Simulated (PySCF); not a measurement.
# Cl₄Ge₂H₂N₂: magnetic properties

Wanted: magnetic properties for Cl₄Ge₂H₂N₂.

Computed with PySCF 2.14.0 and routines of our own; the level stands in each step. Atoms count from 0.

## Step 1: The starting structure

10 atoms, charge 0, multiplicity 1; geometry from: GFN2-xTB.

## Step 2: Magnetic properties: GIAO PBE/def2-SVP

What the job is given:

```
{"job": {"kind": "mag", "xc": "PBE", "basis": "def2-SVP"}, "charge": 0, "multiplicity": 1}
Ge     1.325620    -0.189710     0.153080
Cl     2.657990    -0.477110    -1.432910
Cl     2.321600    -0.235820     1.988990
N      0.180590     1.228530    -0.047000
Ge    -1.327060     0.190290    -0.148730
Cl    -2.671330     0.478740     1.424960
Cl    -2.301650     0.232270    -1.998830
N     -0.184570    -1.225790     0.073730
H      0.334710     2.213340    -0.163070
H     -0.335900    -2.214730     0.149800
```

Method: GIAO PBE/def2-SVP magnetisability, rotational g tensor and spin-rotation constants, non-relativistic, gas phase.

The run is started by

```console
> OMP_NUM_THREADS=1 python excited_run.py task.json out
```

One launch serves the whole session: the jobs run in the order shown.

The program printed:

```text
coarse grid: 55280 points
cycle   1  E = -6102.8249135396  dE = -8.717e-04  |g| = 1.124e+00  |ddm| = 4.014e+00
cycle   2  E = -6102.3264001899  dE =  4.985e-01  |g| = 1.940e+00  |ddm| = 2.698e+00
cycle   3  E = -6103.0270193927  dE = -7.006e-01  |g| = 2.266e-01  |ddm| = 1.868e+00
cycle   4  E = -6103.0380761025  dE = -1.106e-02  |g| = 7.866e-02  |ddm| = 3.005e-01
cycle   5  E = -6103.0393236681  dE = -1.248e-03  |g| = 3.005e-02  |ddm| = 1.159e-01
cycle   6  E = -6103.0395838216  dE = -2.602e-04  |g| = 2.666e-03  |ddm| = 3.962e-02
cycle   7  E = -6103.0395859905  dE = -2.169e-06  |g| = 6.952e-04  |ddm| = 4.348e-03
final grid: 105792 points
cycle   8  E = -6103.0395220538  dE =  1.242e-07  |g| = 1.133e-03  |ddm| = 2.548e-03
cycle   9  E = -6103.0395210341  dE =  1.020e-06  |g| = 2.376e-03  |ddm| = 3.197e-03
cycle  10  E = -6103.0395223204  dE = -1.286e-06  |g| = 3.467e-04  |ddm| = 2.274e-03
cycle  11  E = -6103.0395223455  dE = -2.507e-08  |g| = 8.522e-05  |ddm| = 4.081e-04
cycle  12  E = -6103.0395223470  dE = -1.455e-09  |g| = 1.041e-05  |ddm| = 7.986e-05
cycle  13  E = -6103.0395223470  dE = -3.092e-11  |g| = 4.613e-06  |ddm| = 1.685e-05
converged SCF energy = -6103.0395223470

Magnetisability tensor (1e-30 J/T^2)
    -2357.19        9.77       -2.35
        9.77    -2292.67       -2.42
       -2.35       -2.42    -2341.12
isotropic -2330.33   principal values   -2358.85  -2341.05  -2291.07
isotropic susceptibility -140.336 1e-6 cm^3/mol

Inertial axes            a          b          c
rot. const./GHz      1.0764     0.4153     0.3199
chi total          -142.054   -140.981   -137.972
chi diamagnetic   -1155.357  -2637.035  -3371.696
chi paramagnetic   1013.304   2496.054   3233.725
quadrupole/D A       -6.910     -5.676     12.586
g nuclear            0.5020     0.4826     0.4806
g electronic        -0.5124    -0.4870    -0.4860
g total             -0.0104    -0.0044    -0.0054

Spin-rotation constants (kHz, H = +C I.J)
atom  isotope        aa         bb         cc
  1   35Cl        0.226      0.043      0.093
  2   35Cl        0.225      0.044      0.093
  3    14N        0.057      0.030      0.025
  5   35Cl        0.226      0.044      0.093
  6   35Cl        0.227      0.043      0.093
  7    14N        0.057      0.030      0.025
  8     1H       -0.126     -0.060      0.016
  9     1H       -0.126     -0.060      0.016
  0   73Ge*      -0.313     -0.114     -0.097
* in the singly substituted isotopologue
```

Wall time 48 s (1 thread of Arm Neoverse V1, shared host); peak memory 0.81 GiB.

In short:

| quantity | value |
| --- | --- |
| magnetisability | -2330·10⁻³⁰ J/T² |
| molar susceptibility | -140.3·10⁻⁶ cm³/mol |
| rotational g (a, b, c) | -0.0104, -0.0044, -0.0054 |

## Step 3: Magnetic properties: GIAO BLYP/def2-SVP

The job, as its differences from that of step 2:

```diff
@@ -1,2 +1,2 @@
-{"job": {"kind": "mag", "xc": "PBE", "basis": "def2-SVP"}, "charge": 0, "multiplicity": 1}
+{"job": {"kind": "mag", "xc": "BLYP", "basis": "def2-SVP"}, "charge": 0, "multiplicity": 1}
 Ge     1.325620    -0.189710     0.153080
```

With the program's defaults for keys left out, this is: GIAO BLYP/def2-SVP magnetisability, rotational g tensor and spin-rotation constants, non-relativistic, gas phase.

The program printed:

```text
coarse grid: 55280 points
cycle   1  E = -6104.3323681081  dE =  4.590e-02  |g| = 1.217e+00  |ddm| = 4.007e+00
cycle   2  E = -6103.7022895192  dE =  6.301e-01  |g| = 2.137e+00  |ddm| = 2.996e+00
cycle   3  E = -6104.5699833525  dE = -8.677e-01  |g| = 2.650e-01  |ddm| = 2.094e+00
cycle   4  E = -6104.5850016086  dE = -1.502e-02  |g| = 9.204e-02  |ddm| = 3.568e-01
cycle   5  E = -6104.5867215370  dE = -1.720e-03  |g| = 3.454e-02  |ddm| = 1.377e-01
cycle   6  E = -6104.5870669215  dE = -3.454e-04  |g| = 2.885e-03  |ddm| = 4.601e-02
cycle   7  E = -6104.5870694886  dE = -2.567e-06  |g| = 8.446e-04  |ddm| = 4.932e-03
final grid: 105792 points
cycle   8  E = -6104.5869676547  dE =  2.107e-07  |g| = 1.395e-03  |ddm| = 3.095e-03
cycle   9  E = -6104.5869659493  dE =  1.705e-06  |g| = 3.045e-03  |ddm| = 4.137e-03
cycle  10  E = -6104.5869680581  dE = -2.109e-06  |g| = 4.454e-04  |ddm| = 2.940e-03
cycle  11  E = -6104.5869681005  dE = -4.233e-08  |g| = 1.031e-04  |ddm| = 5.269e-04
cycle  12  E = -6104.5869681025  dE = -2.085e-09  |g| = 1.212e-05  |ddm| = 9.673e-05
cycle  13  E = -6104.5869681026  dE = -1.273e-11  |g| = 4.215e-06  |ddm| = 1.837e-05
converged SCF energy = -6104.5869681026

Magnetisability tensor (1e-30 J/T^2)
    -2347.30       10.32       -2.30
       10.32    -2279.32       -2.69
       -2.30       -2.69    -2332.09
isotropic -2319.57   principal values   -2349.04  -2332.04  -2277.62
isotropic susceptibility -139.688 1e-6 cm^3/mol

Inertial axes            a          b          c
rot. const./GHz      1.0764     0.4153     0.3199
chi total          -141.463   -140.439   -137.162
chi diamagnetic   -1155.642  -2637.329  -3371.654
chi paramagnetic   1014.180   2496.890   3234.492
quadrupole/D A       -6.730     -5.480     12.210
g nuclear            0.5020     0.4826     0.4806
g electronic        -0.5129    -0.4871    -0.4861
g total             -0.0109    -0.0045    -0.0056

Spin-rotation constants (kHz, H = +C I.J)
atom  isotope        aa         bb         cc
  1   35Cl        0.234      0.044      0.097
  2   35Cl        0.232      0.045      0.096
  3    14N        0.058      0.032      0.026
  5   35Cl        0.233      0.045      0.096
  6   35Cl        0.234      0.044      0.097
  7    14N        0.058      0.032      0.026
  8     1H       -0.128     -0.061      0.017
  9     1H       -0.128     -0.061      0.017
  0   73Ge*      -0.315     -0.115     -0.098
* in the singly substituted isotopologue
```

It took 46 s on 1 thread of Arm Neoverse V1, shared host; peak memory 0.79 GiB.

Key values:

| quantity | value |
| --- | --- |
| magnetisability | -2320·10⁻³⁰ J/T² |
| molar susceptibility | -139.7·10⁻⁶ cm³/mol |
| rotational g (a, b, c) | -0.0109, -0.0045, -0.0056 |

## Step 4: Magnetic properties side by side

| level | ξ (10⁻³⁰ J/T²) | g(a) | g(b) | gap (eV) | functions | time |
| --- | --- | --- | --- | --- | --- | --- |
| GIAO PBE/def2-SVP | -2330 | -0.0104 | -0.0044 | 3.84 | 174 | 48 s |
| GIAO BLYP/def2-SVP | -2320 | -0.0109 | -0.0045 | 3.75 | 174 | 46 s |

## Step 5: Results

| quantity | value |
| --- | --- |
| magnetisability (step 2, GIAO PBE/def2-SVP) | -2330·10⁻³⁰ J/T² |
| molar susceptibility (step 2, GIAO PBE/def2-SVP) | -140.3·10⁻⁶ cm³/mol |
| rotational g (a, b, c) (step 2, GIAO PBE/def2-SVP) | -0.0104, -0.0044, -0.0054 |
| magnetisability over the levels | -2330 to -2320·10⁻³⁰ J/T² |

In words: Steps that list no spin-orbit terms leave them out, which matters at and beside the heavy atoms. The magnetisability spreads by 0.5 % over 2 levels of like cost. Two levels can agree by chance, so this spread shows no convergence. Vibrational averaging and real surroundings are missing from these values.
